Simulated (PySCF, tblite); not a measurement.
**C₄H₁₃FGeSi₂: geometry, infrared bands and NMR shifts**

Aim: predict the infrared bands and NMR shifts of C₄H₁₃FGeSi₂ (`F[C@@H]1C[C@@H]1[SiH2][GeH2][CH2][SiH3]`).

The runs use tblite 0.8.0 and PySCF 2.14.0, with density-fitted response routines of our own; the level of theory stands in each step. All values are computed, except where a source is named. Atoms are numbered from 0 throughout.

## Step 1: The molecule as given

21 atoms, charge 0, multiplicity 1; geometry from: force field or distance geometry start.

Bonds of the start (Å): F0–C1 1.38, C1–C2 1.52, C2–C3 1.48, C3–Si4 1.85, Si4–Ge5 2.30, Ge5–C6 1.96, C6–Si7 1.88, C3–C1 1.50, C1–H8 1.12, C2–H9 1.11, C2–H10 1.12, C3–H11 1.13, Si4–H12 1.48, Si4–H13 1.47, Ge5–H14 1.57, Ge5–H15 1.52, C6–H16 1.12, C6–H17 1.10, Si7–H18 1.46, Si7–H19 1.46, Si7–H20 1.47.

## Step 2: Geometry optimisation with GFN2-xTB

The job: settings as JSON, then the geometry in Å.

```
{"job": {"kind": "relax", "xc": "GFN2-xTB", "basis": "xTB"}, "charge": 0, "multiplicity": 1}
F     -2.186900    -1.104600    -1.419700
C     -2.994100    -0.610300    -0.420700
C     -2.990300     0.899200    -0.265300
C     -2.394300     0.052100     0.789800
Si    -0.578000     0.033800     1.120300
Ge     0.719500    -0.170200    -0.762100
C      2.451400    -0.886100    -0.187500
Si     3.584900     0.480500     0.444700
H     -3.963200    -1.128900    -0.219100
H     -2.357000     1.386300    -1.032200
H     -3.991500     1.352800    -0.059200
H     -3.037300    -0.053100     1.712600
H     -0.200200     1.307400     1.779400
H     -0.204700    -1.047700     2.039700
H      1.048900     1.221000    -1.406100
H      0.166500    -1.138700    -1.799300
H      2.232400    -1.516300     0.717900
H      2.925100    -1.514700    -0.958800
H      3.693200     1.584600    -0.501100
H      4.915400    -0.102500     0.608300
H      3.151300     0.972100     1.759000
```

The run is started by

```console
OMP_NUM_THREADS=1 python probes_run.py task.json out
```

The driver reads the jobs from task.json and runs them one after another.

**Question.** This job is followed by: GFN2-xTB harmonic vibrations, gas phase; GIAO PBE0/pcSseg-1 NMR shielding, non-relativistic, gas phase. What will the session give for the following? strongest single infrared mode (GFN2-xTB); zero-point energy (GFN2-xTB); ¹³C shifts against TMS (PBE0/pcSseg-1); ¹H shifts against TMS (PBE0/pcSseg-1, means over atoms taken as alike); ¹⁹F shifts against CFCl3 (PBE0/pcSseg-1); ²⁹Si shifts against TMS (PBE0/pcSseg-1); ⁷³Ge shifts against GeMe4 (PBE0/pcSseg-1).

The runs gave:

| quantity | value |
| --- | --- |
| strongest single infrared mode (GFN2-xTB) | 1941 cm⁻¹, 492 km/mol |
| zero-point energy (GFN2-xTB) | 90.5 kcal/mol |
| ¹³C shifts against TMS (PBE0/pcSseg-1) | 76.7, 11.0, 3.1, -12.7 ppm |
| ¹H shifts against TMS (PBE0/pcSseg-1, means over atoms taken as alike) | 4.87, 4.44, 4.28, 4.00, 3.97, 3.63, 0.93, 0.79, 0.34, -0.08, -0.27 ppm |
| ¹⁹F shifts against CFCl3 (PBE0/pcSseg-1) | -228.5 ppm |
| ²⁹Si shifts against TMS (PBE0/pcSseg-1) | -72.0, -72.0 ppm |
| ⁷³Ge shifts against GeMe4 (PBE0/pcSseg-1) | -238 ppm |

In words: Over 211 steps the energy fell by 0.563 eV; of the close pairs, Ge5–H14 changed most, 1.568 to 1.511 Å. No mode is imaginary among the 57: a minimum at this level. The strongest single mode, at 1941 cm⁻¹, moves mainly H15 and H14. GFN2-xTB is a fitted tight-binding method: band positions and strengths are rough. Its intensities can rank the bands wrongly. C1 (three-membered-ring carbon bearing a halogen) lies farthest downfield among carbon, at 76.7 ppm; pulled downfield by the heteroatom. H8 (hydrogen on a three-membered-ring carbon bearing a halogen) lies farthest downfield among hydrogen, at 4.87 ppm; its carbon carries F, hence the downfield position. At PBE0/pcSseg-1: The widest tensor belongs to Ge5: span 224 ppm, with a paramagnetic part of -1191 ppm. Spin-orbit coupling is left out, which matters for shieldings and couplings at and beside the heavy atoms.
